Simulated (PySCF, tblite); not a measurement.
**C5H8N2O2: a rotation path, then NMR shifts on frames**

Aim: move C5H8N2O2 (`C=C(CC(N)=O)NC=O`) away from its starting geometry and see how NMR shifts follow the geometry.

Computed with tblite 0.8.0 and PySCF 2.14.0, with density-fitted response routines of our own, on a single molecule in the gas phase. Atoms are numbered from 0 throughout.

## (1) The molecule as given

17 atoms, charge 0, multiplicity 1; geometry from: GFN2-xTB.

Bonds of the start (Å): C0–C1 1.33, C1–C2 1.50, C2–C3 1.54, C3–N4 1.34, C3–O5 1.21, C1–N6 1.41, N6–C7 1.35, C7–O8 1.21, C0–H9 1.08, C0–H10 1.07, C2–H11 1.09, C2–H12 1.09, N4–H13 1.01, N4–H14 1.01, N6–H15 1.01, C7–H16 1.11.

## (2) A band between two rotamers with GFN2-xTB

The job: settings as JSON, then the geometry in Å.

```
{"job": {"kind": "neb", "xc": "GFN2-xTB", "basis": "xTB", "atoms": [1, 2, 3, 4], "turn": 120}, "charge": 0, "multiplicity": 1}
C     -1.061255    -1.816105    -0.458623
C     -0.626486    -0.573188    -0.274590
C      0.786923    -0.169012    -0.564417
C      1.657765    -0.451119     0.670934
N      1.811729     0.614205     1.473963
O      2.148072    -1.536139     0.883860
N     -1.528111     0.393484     0.212957
C     -1.333979     1.677667     0.572499
O     -0.292704     2.292981     0.603424
H     -2.070930    -2.113119    -0.230677
H     -0.401843    -2.578833    -0.825082
H      0.848493     0.881991    -0.835099
H      1.169050    -0.786964    -1.376305
H      2.335534     0.512321     2.327374
H      1.310213     1.473210     1.291847
H     -2.470658     0.037965     0.303681
H     -2.288810     2.152690     0.863806
```

With the program's defaults for keys left out, this is: GFN2-xTB climbing-image nudged elastic band, gas phase.

Run with:

```sh
> OMP_NUM_THREADS=1 python probes_run.py task.json out
```

The driver reads the jobs from task.json and runs them one after another.

Standard output:

```text
image   E - E0 / eV
  0      -0.0000
  1       0.0119
  2       0.0557
  3       0.1245
  4       0.1758
  5       0.2075
  6       0.2285
  7       0.2405
  8       0.2302
```

It took 11 s on 1 thread, shared host.

The final band, with the dihedral C1–C2–C3–N4:

```
image  dihedral (°)  energy (eV)  energy (kcal/mol)
    0           -95        0.000                0.0
    1           -78        0.012                0.3
    2           -61        0.056                1.3
    3           -47        0.124                2.9
    4           -34        0.176                4.1
    5           -22        0.207                4.8
    6            -9        0.229                5.3
    7             4        0.240                5.5
    8            17        0.230                5.3
```

## (3) NMR shieldings: image 0, PBE0/pcSseg-1

The job: settings as JSON, then the geometry in Å.

```
{"job": {"kind": "nmr", "xc": "PBE0", "basis": "pcSseg-1", "pop": false}, "charge": 0, "multiplicity": 1}
C     -1.061300    -1.816100    -0.458600
C     -0.626500    -0.573200    -0.274600
C      0.786900    -0.169000    -0.564400
C      1.657800    -0.451100     0.670900
N      1.811700     0.614200     1.474000
O      2.148100    -1.536100     0.883900
N     -1.528100     0.393500     0.213000
C     -1.334000     1.677700     0.572500
O     -0.292700     2.293000     0.603400
H     -2.070900    -2.113100    -0.230700
H     -0.401800    -2.578800    -0.825100
H      0.848500     0.882000    -0.835100
H      1.169000    -0.787000    -1.376300
H      2.335500     0.512300     2.327400
H      1.310200     1.473200     1.291800
H     -2.470700     0.038000     0.303700
H     -2.288800     2.152700     0.863800
```

Level: GIAO PBE0/pcSseg-1 NMR shielding, non-relativistic, gas phase.

Standard output:

```text
coarse grid: 14688 points
cycle   1  E = -454.4251768732  dE =  1.731e+00  |g| = 1.144e+00  |ddm| = 3.742e+00
cycle   2  E = -453.5033607193  dE =  9.218e-01  |g| = 2.434e+00  |ddm| = 3.027e+00
cycle   3  E = -454.6713239151  dE = -1.168e+00  |g| = 2.455e-01  |ddm| = 2.321e+00
cycle   4  E = -454.6827965888  dE = -1.147e-02  |g| = 1.041e-01  |ddm| = 2.405e-01
cycle   5  E = -454.6849047048  dE = -2.108e-03  |g| = 2.617e-02  |ddm| = 7.373e-02
cycle   6  E = -454.6850549184  dE = -1.502e-04  |g| = 6.947e-03  |ddm| = 2.377e-02
cycle   7  E = -454.6850626052  dE = -7.687e-06  |g| = 3.418e-03  |ddm| = 7.020e-03
cycle   8  E = -454.6850648266  dE = -2.221e-06  |g| = 9.053e-04  |ddm| = 2.837e-03
final grid: 143416 points
cycle   9  E = -454.7547375838  dE = -1.830e-05  |g| = 1.569e-02  |ddm| = 3.137e-02
cycle  10  E = -454.7546039662  dE =  1.336e-04  |g| = 3.093e-02  |ddm| = 3.149e-02
cycle  11  E = -454.7547845812  dE = -1.806e-04  |g| = 2.129e-03  |ddm| = 2.222e-02
cycle  12  E = -454.7547855714  dE = -9.902e-07  |g| = 2.940e-04  |ddm| = 1.802e-03
cycle  13  E = -454.7547855822  dE = -1.075e-08  |g| = 2.250e-04  |ddm| = 4.302e-04
cycle  14  E = -454.7547855946  dE = -1.240e-08  |g| = 3.697e-05  |ddm| = 2.061e-04
cycle  15  E = -454.7547855948  dE = -2.779e-10  |g| = 1.497e-05  |ddm| = 4.048e-05
converged SCF energy = -454.7547855948

GIAO shielding tensors (ppm)
atom      isotropic    diamagn.    paramagn.     s11        s22        s33       span
  0 C       83.653     254.794    -171.141     -6.347    107.070    150.236    156.584
  1 C       39.349     256.288    -216.940    -77.321     61.320    134.047    211.367
  2 C      145.296     249.133    -103.837    130.320    143.300    162.269     31.949
  3 C       17.254     247.783    -230.530    -76.992     32.808     95.944    172.936
  4 N      144.892     324.181    -179.290     53.708    155.360    225.608    171.900
  5 O      -73.551     399.403    -472.954   -330.946   -185.610    295.902    626.847
  6 N       93.865     331.740    -237.875    -24.345    134.914    171.028    195.373
  7 C       26.010     244.457    -218.447    -67.895     53.663     92.263    160.158
  8 O      -72.169     404.155    -476.324   -379.576   -175.847    338.917    718.493
  9 H       27.158      31.611      -4.453     24.682     25.590     31.202      6.521
 10 H       26.920      31.726      -4.806     24.132     25.362     31.265      7.134
 11 H       27.511      32.380      -4.869     24.924     27.520     30.089      5.165
 12 H       28.988      31.584      -2.595     25.838     27.718     33.409      7.571
 13 H       27.289      30.098      -2.809     23.049     23.483     35.336     12.287
 14 H       24.179      33.398      -9.219     16.878     24.119     31.540     14.662
 15 H       25.463      34.312      -8.849     21.505     27.181     27.703      6.198
 16 H       23.578      25.820      -2.243     18.919     24.121     27.693      8.774
```

Wall time 74 s (1 thread, shared host).

Shifts follow as δ = σ(reference) − σ, with reference shieldings (ppm) from runs at the same level and on the same kind of geometry: ¹H TMS 31.72, ¹³C TMS 186.9, ¹⁵N NH3 267.7, ¹⁷O H2O 336.1. The references are single molecules in the gas phase, so shifts against H2O, NH3, PH3, H3PO4 or CFCl3 are not on the usual liquid scales and can be off by tens of ppm. Each atom is listed at this fixed geometry, with no averaging over motion; a spectrum would average atoms that exchange fast.

```
atoms                                                  environment  σ (ppm)  δ (ppm)
   C3                                        amide carbonyl carbon     17.3    169.7
   C7                                        amide carbonyl carbon     26.0    160.9
   C1                               alkene carbon bearing nitrogen     39.3    147.6
   C0                β carbon of an enol-ether or enamine type C=C     83.7    103.3
   C2                                      sp3 CH2 α to a carbonyl    145.3     41.6
  H16                         hydrogen on an amide carbonyl carbon    23.58     8.14
  H14                           hydrogen on an amide-type nitrogen    24.18     7.54
  H15                           hydrogen on an amide-type nitrogen    25.46     6.25
  H10  hydrogen on a β carbon of an enol-ether or enamine type C=C    26.92     4.80
   H9  hydrogen on a β carbon of an enol-ether or enamine type C=C    27.16     4.56
  H13                           hydrogen on an amide-type nitrogen    27.29     4.43
  H11                       hydrogen on an sp3 CH2 α to a carbonyl    27.51     4.21
  H12                       hydrogen on an sp3 CH2 α to a carbonyl    28.99     2.73
   N6                                          amide-type nitrogen     93.9    173.9
   N4                                          amide-type nitrogen    144.9    122.8
   O5                                   amide-type carbonyl oxygen    -73.6    409.6
   O8                                   amide-type carbonyl oxygen    -72.2    408.2
```

## (4) NMR shieldings: image 3, PBE0/pcSseg-1

The job: settings as JSON, then the geometry in Å.

```
{"job": {"kind": "nmr", "xc": "PBE0", "basis": "pcSseg-1", "pop": false}, "charge": 0, "multiplicity": 1}
C     -1.034600    -1.784500    -0.256300
C     -0.592800    -0.530600    -0.228100
C      0.800600    -0.171900    -0.647200
C      1.796200    -0.356100     0.502700
N      1.379400     0.178900     1.674100
O      2.832300    -0.964000     0.385500
N     -1.465300     0.481700     0.219600
C     -1.240400     1.799800     0.414400
O     -0.189600     2.386100     0.308900
H     -2.026500    -2.052400     0.065200
H     -0.401900    -2.582000    -0.595700
H      0.861700     0.865500    -0.976300
H      1.122900    -0.822600    -1.460300
H      2.045600     0.200300     2.429400
H      0.673900     0.894900     1.667700
H     -2.401800     0.151500     0.409100
H     -2.166700     2.317600     0.726700
```

With the program's defaults for keys left out, this is: GIAO PBE0/pcSseg-1 NMR shielding, non-relativistic, gas phase.

Standard output:

```text
coarse grid: 14688 points
cycle   1  E = -454.4113387756  dE =  1.735e+00  |g| = 1.157e+00  |ddm| = 3.750e+00
cycle   2  E = -453.4304653363  dE =  9.809e-01  |g| = 2.497e+00  |ddm| = 3.270e+00
cycle   3  E = -454.6640724554  dE = -1.234e+00  |g| = 2.530e-01  |ddm| = 2.537e+00
cycle   4  E = -454.6761031707  dE = -1.203e-02  |g| = 1.133e-01  |ddm| = 2.651e-01
cycle   5  E = -454.6786682912  dE = -2.565e-03  |g| = 2.684e-02  |ddm| = 8.564e-02
cycle   6  E = -454.6788258536  dE = -1.576e-04  |g| = 7.890e-03  |ddm| = 2.609e-02
cycle   7  E = -454.6788361128  dE = -1.026e-05  |g| = 4.032e-03  |ddm| = 8.042e-03
cycle   8  E = -454.6788392389  dE = -3.126e-06  |g| = 9.095e-04  |ddm| = 3.401e-03
final grid: 143416 points
cycle   9  E = -454.7484139212  dE = -2.649e-05  |g| = 1.492e-02  |ddm| = 3.292e-02
cycle  10  E = -454.7482891639  dE =  1.248e-04  |g| = 2.961e-02  |ddm| = 3.103e-02
cycle  11  E = -454.7484568005  dE = -1.676e-04  |g| = 2.155e-03  |ddm| = 2.210e-02
cycle  12  E = -454.7484577971  dE = -9.967e-07  |g| = 3.136e-04  |ddm| = 1.839e-03
cycle  13  E = -454.7484578113  dE = -1.414e-08  |g| = 2.248e-04  |ddm| = 4.474e-04
cycle  14  E = -454.7484578229  dE = -1.162e-08  |g| = 4.342e-05  |ddm| = 1.984e-04
cycle  15  E = -454.7484578232  dE = -3.373e-10  |g| = 1.929e-05  |ddm| = 4.847e-05
converged SCF energy = -454.7484578232

GIAO shielding tensors (ppm)
atom      isotropic    diamagn.    paramagn.     s11        s22        s33       span
  0 C       84.550     254.690    -170.140     -7.394    110.406    150.636    158.030
  1 C       37.938     257.388    -219.450    -81.549     58.810    136.551    218.100
  2 C      144.047     248.926    -104.879    121.785    146.139    164.216     42.431
  3 C       13.923     245.445    -231.522    -78.561     25.472     94.858    173.419
  4 N      151.048     323.732    -172.684     64.698    158.754    229.692    164.994
  5 O      -98.360     396.926    -495.286   -376.372   -205.434    286.726    663.098
  6 N       94.676     332.102    -237.426    -24.603    135.859    172.773    197.376
  7 C       24.827     244.946    -220.120    -72.417     56.333     90.564    162.981
  8 O      -92.907     403.928    -496.835   -418.348   -203.813    343.440    761.788
  9 H       27.124      31.652      -4.528     24.443     25.613     31.315      6.872
 10 H       27.097      31.572      -4.475     24.683     25.193     31.413      6.730
 11 H       26.894      30.637      -3.743     22.879     27.827     29.975      7.096
 12 H       28.736      31.550      -2.814     25.000     28.330     32.879      7.878
 13 H       27.476      29.985      -2.508     22.895     24.210     35.324     12.429
 14 H       26.451      34.914      -8.464     20.615     26.936     31.801     11.186
 15 H       25.499      34.719      -9.220     21.810     27.064     27.625      5.814
 16 H       23.421      25.951      -2.530     19.058     23.761     27.443      8.385
```

It took 74 s on 1 thread, shared host.

In short: δ C3 173.0, C7 162.1, C1 149.0, C0 102.4, H16 8.30, H15 6.22 ppm.

## (5) Shielding tensors: image 7, PBE0/pcSseg-1

The job: settings as JSON, then the geometry in Å.

```
{"job": {"kind": "nmr", "xc": "PBE0", "basis": "pcSseg-1", "pop": false}, "charge": 0, "multiplicity": 1}
C     -1.018100    -1.683400     0.012000
C     -0.596800    -0.432400    -0.174100
C      0.784500    -0.123400    -0.654900
C      1.828200    -0.063100     0.467100
N      1.364800    -0.377900     1.696000
O      2.981400     0.225300     0.261700
N     -1.451100     0.632200     0.152900
C     -1.207200     1.969400     0.152200
O     -0.181700     2.529000    -0.125800
H     -1.998000    -1.911600     0.395900
H     -0.383600    -2.517800    -0.221000
H      0.826000     0.836100    -1.169800
H      1.118800    -0.894400    -1.351700
H      2.008300    -0.370300     2.468200
H      0.415800    -0.670500     1.846500
H     -2.381800     0.342900     0.422300
H     -2.116600     2.521700     0.462000
```

Level: GIAO PBE0/pcSseg-1 NMR shielding, non-relativistic, gas phase.

Standard output:

```text
coarse grid: 14688 points
cycle   1  E = -454.4012377074  dE =  1.750e+00  |g| = 1.169e+00  |ddm| = 3.770e+00
cycle   2  E = -453.2779894803  dE =  1.123e+00  |g| = 2.626e+00  |ddm| = 3.638e+00
cycle   3  E = -454.6633568469  dE = -1.385e+00  |g| = 2.511e-01  |ddm| = 2.880e+00
cycle   4  E = -454.6747466562  dE = -1.139e-02  |g| = 1.244e-01  |ddm| = 2.734e-01
cycle   5  E = -454.6778835093  dE = -3.137e-03  |g| = 2.886e-02  |ddm| = 9.594e-02
cycle   6  E = -454.6780674919  dE = -1.840e-04  |g| = 9.202e-03  |ddm| = 3.075e-02
cycle   7  E = -454.6780839227  dE = -1.643e-05  |g| = 3.957e-03  |ddm| = 9.512e-03
cycle   8  E = -454.6780870949  dE = -3.172e-06  |g| = 9.686e-04  |ddm| = 3.512e-03
final grid: 143416 points
cycle   9  E = -454.7467491513  dE = -1.838e-05  |g| = 1.565e-02  |ddm| = 3.051e-02
cycle  10  E = -454.7466081754  dE =  1.410e-04  |g| = 3.136e-02  |ddm| = 3.257e-02
cycle  11  E = -454.7467957156  dE = -1.875e-04  |g| = 2.189e-03  |ddm| = 2.388e-02
cycle  12  E = -454.7467967478  dE = -1.032e-06  |g| = 2.801e-04  |ddm| = 1.885e-03
cycle  13  E = -454.7467967576  dE = -9.780e-09  |g| = 2.227e-04  |ddm| = 4.404e-04
cycle  14  E = -454.7467967680  dE = -1.041e-08  |g| = 4.678e-05  |ddm| = 1.920e-04
cycle  15  E = -454.7467967684  dE = -3.714e-10  |g| = 2.087e-05  |ddm| = 5.251e-05
converged SCF energy = -454.7467967684

GIAO shielding tensors (ppm)
atom      isotropic    diamagn.    paramagn.     s11        s22        s33       span
  0 C       86.153     255.530    -169.377     -4.518    113.230    149.748    154.267
  1 C       34.102     258.225    -224.123    -86.635     49.230    139.712    226.347
  2 C      144.925     250.578    -105.654    126.024    143.462    165.288     39.264
  3 C       19.528     245.079    -225.551    -74.222     33.392     99.414    173.636
  4 N      150.260     324.078    -173.818     54.620    171.986    224.173    169.553
  5 O      -76.596     396.850    -473.446   -367.041   -204.291    341.544    708.586
  6 N       99.102     332.209    -233.107    -15.698    135.852    177.152    192.849
  7 C       27.850     243.369    -215.520    -72.662     67.005     89.205    161.867
  8 O     -114.226     403.123    -517.349   -457.961   -227.745    343.028    800.988
  9 H       27.136      32.117      -4.982     24.543     25.797     31.067      6.524
 10 H       27.378      32.003      -4.625     24.818     25.472     31.843      7.025
 11 H       26.811      31.280      -4.470     22.195     27.522     30.715      8.520
 12 H       28.640      30.828      -2.188     24.740     28.462     32.719      7.979
 13 H       27.211      30.107      -2.896     22.871     23.726     35.037     12.166
 14 H       25.606      34.502      -8.897     18.537     28.519     29.761     11.225
 15 H       25.650      34.972      -9.321     22.163     26.986     27.802      5.640
 16 H       23.528      25.427      -1.899     19.050     23.770     27.763      8.713
```

Run time: 74 s. Hardware: 1 thread, shared host.

Key values: δ C3 167.4, C7 159.1, C1 152.8, C0 100.8, H16 8.19, H14 6.11 ppm.

## (6) NMR shieldings: image 8, PBE0/pcSseg-1

The job: settings as JSON, then the geometry in Å.

```
{"job": {"kind": "nmr", "xc": "PBE0", "basis": "pcSseg-1", "pop": false}, "charge": 0, "multiplicity": 1}
C     -1.080300    -1.650800    -0.049000
C     -0.594400    -0.413200    -0.139100
C      0.800000    -0.122100    -0.589700
C      1.819600     0.009200     0.546800
N      1.426500    -0.499400     1.737700
O      2.902800     0.513900     0.383400
N     -1.394300     0.665100     0.269500
C     -1.245900     1.991200     0.009200
O     -0.365000     2.525300    -0.607500
H     -2.080400    -1.852500     0.295500
H     -0.492800    -2.500900    -0.340100
H      0.840900     0.811600    -1.151100
H      1.156900    -0.926900    -1.235200
H      2.079800    -0.484800     2.503000
H      0.563000    -1.003300     1.839200
H     -2.260400     0.387100     0.710500
H     -2.083000     2.562300     0.456700
```

Level: GIAO PBE0/pcSseg-1 NMR shielding, non-relativistic, gas phase.

Standard output:

```text
coarse grid: 14688 points
cycle   1  E = -454.4020286119  dE =  1.743e+00  |g| = 1.168e+00  |ddm| = 3.766e+00
cycle   2  E = -453.2778438311  dE =  1.124e+00  |g| = 2.628e+00  |ddm| = 3.572e+00
cycle   3  E = -454.6638929669  dE = -1.386e+00  |g| = 2.508e-01  |ddm| = 2.816e+00
cycle   4  E = -454.6752287634  dE = -1.134e-02  |g| = 1.233e-01  |ddm| = 2.678e-01
cycle   5  E = -454.6782727024  dE = -3.044e-03  |g| = 2.867e-02  |ddm| = 9.445e-02
cycle   6  E = -454.6784518408  dE = -1.791e-04  |g| = 9.053e-03  |ddm| = 2.988e-02
cycle   7  E = -454.6784669297  dE = -1.509e-05  |g| = 4.075e-03  |ddm| = 9.190e-03
cycle   8  E = -454.6784701954  dE = -3.266e-06  |g| = 9.700e-04  |ddm| = 3.532e-03
final grid: 143416 points
cycle   9  E = -454.7475367114  dE = -1.474e-05  |g| = 1.595e-02  |ddm| = 2.822e-02
cycle  10  E = -454.7473868646  dE =  1.498e-04  |g| = 3.225e-02  |ddm| = 3.361e-02
cycle  11  E = -454.7475851452  dE = -1.983e-04  |g| = 2.175e-03  |ddm| = 2.445e-02
cycle  12  E = -454.7475861807  dE = -1.036e-06  |g| = 2.727e-04  |ddm| = 1.869e-03
cycle  13  E = -454.7475861905  dE = -9.741e-09  |g| = 2.155e-04  |ddm| = 4.592e-04
cycle  14  E = -454.7475862005  dE = -9.971e-09  |g| = 4.517e-05  |ddm| = 1.870e-04
cycle  15  E = -454.7475862008  dE = -3.560e-10  |g| = 2.035e-05  |ddm| = 5.285e-05
converged SCF energy = -454.7475862008

GIAO shielding tensors (ppm)
atom      isotropic    diamagn.    paramagn.     s11        s22        s33       span
  0 C       86.660     255.247    -168.586     -2.887    114.425    148.442    151.329
  1 C       33.334     257.756    -224.423    -87.276     48.212    139.065    226.341
  2 C      144.529     250.482    -105.954    125.140    143.216    165.229     40.089
  3 C       19.733     245.401    -225.668    -74.432     33.955     99.676    174.108
  4 N      153.274     323.885    -170.610     53.639    173.828    232.355    178.716
  5 O      -83.301     397.148    -480.449   -377.960   -208.379    336.437    714.397
  6 N       99.971     332.088    -232.118    -15.516    135.882    179.545    195.061
  7 C       27.497     243.244    -215.747    -72.988     66.019     89.460    162.448
  8 O     -115.288     402.732    -518.020   -455.809   -228.532    338.476    794.285
  9 H       27.196      31.982      -4.785     24.643     25.748     31.199      6.556
 10 H       27.370      32.021      -4.651     24.843     25.597     31.669      6.827
 11 H       26.274      31.276      -5.002     20.820     26.767     31.235     10.415
 12 H       28.707      30.996      -2.289     25.257     28.424     32.442      7.185
 13 H       27.256      29.926      -2.670     22.764     23.752     35.253     12.490
 14 H       25.621      34.306      -8.685     18.715     28.368     29.781     11.066
 15 H       25.668      35.145      -9.477     22.310     27.057     27.638      5.328
 16 H       23.535      25.392      -1.857     19.074     23.805     27.728      8.654
```

Wall time 72 s (1 thread, shared host).

Key values: δ C3 167.2, C7 159.4, C1 153.6, C0 100.3, H16 8.18, H14 6.10 ppm.

## (7) Run by run: NMR shifts

Shifts (ppm) of some atoms, chosen among heavy atoms and hydrogens apart, with basis size and wall time:

```
  frame     C1   H14   H11     N6     N4     O5     O8  functions  time
image 0  147.6  7.54  4.21  173.9  122.8  409.6  408.2        193  74 s
image 3  149.0  5.27  4.82  173.1  116.7  434.4  429.0        193  74 s
image 7  152.8  6.11  4.91  168.6  117.5  412.7  450.3        193  74 s
image 8  153.6  6.10  5.44  167.8  114.5  419.4  451.4        193  72 s
```

## (8) What came out

| quantity | value |
| --- | --- |
| barrier | 0.240 eV (5.5 kcal/mol) at image 7 |
| end to end (GFN2-xTB) | 0.230 eV |
| ¹³C shifts against TMS (PBE0/pcSseg-1, image 0) | 169.7, 160.9, 147.6, 103.3, 41.6 ppm |
| ¹H shifts against TMS (PBE0/pcSseg-1, image 0) | 8.14, 7.54, 6.25, 4.80, 4.56, 4.43, 4.21, 2.73 ppm |
| ¹⁵N shifts against NH3 (PBE0/pcSseg-1, image 0) | 173.9, 122.8 ppm |
| ¹⁷O shifts against H2O (PBE0/pcSseg-1, image 0) | 409.6, 408.2 ppm |
| range of the shift of O8 | 408.2 to 451.4 ppm |

What this shows: Along the band the dihedral turns by 112°, and the top (dihedral 4°) lies 5.5 kcal/mol above the start (GFN2-xTB, rough), so at room temperature this motion is fast. The top was not checked by a frequency run. Shifts at one fixed geometry are not the observed spectrum, which averages over the motion. In the first frame run (image 0): The widest tensor belongs to O8: span 718 ppm, with a paramagnetic part of -476 ppm. In ppm, O8 moves most: its shift spreads over 43.1 ppm, from 408.2 (image 0) to 451.4 (image 8).
